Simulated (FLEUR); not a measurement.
# AgRh: equation of state with PBE

The system is AgRh.

```
Ag Rh
1.0
     2.77759    0.00000    0.00000
    -1.38879    2.40546    0.00000
     0.00000    0.00000    4.80860
Ag Rh
1 1
Direct
  0.00000 0.00000 0.50000
  0.66667 0.33333 0.00000
```

The cell comes from a database or a generator and needn't be the stable form of this composition.

* Program: FLEUR MaX-R8.1 (later development tree)
* Task: equation of state
* Functional: PBE
* Potentials or basis: all-electron
* Basis: FLAPW
* Kmax: 4.15 1/bohr
* k mesh: 11 × 11 × 6
* Occupations: fermi-dirac, width 0.05 eV
* Spin: no spin polarisation
* Gmax: 12.9 1/bohr
* Muffin-tin radii: Ag 2.36, Rh 2.36 bohr
* lmax: Ag 10, Rh 10
* lnonsphr: Ag 10, Rh 10
* Local orbitals a species: Ag 5, Rh 5

```yaml
Equilibrium_volume: 15.81 Å³/atom
Bulk_modulus_at_fixed_shape_and_positions: 158 GPa
Pressure_derivative_of_the_bulk_modulus: 5.5
```

Energy against volume, from the lowest point:
```tsv
volume (Å³/atom)	energy (meV/atom)
15.100	17.30
15.421	4.80
15.743	0.00
16.064	1.75
16.385	9.26
16.707	22.01
17.028	39.13
```

Caveat: the cell was scaled at fixed shape and fractional positions, which overstates the stiffness of a crystal with free parameters, most of all of layers and chains.
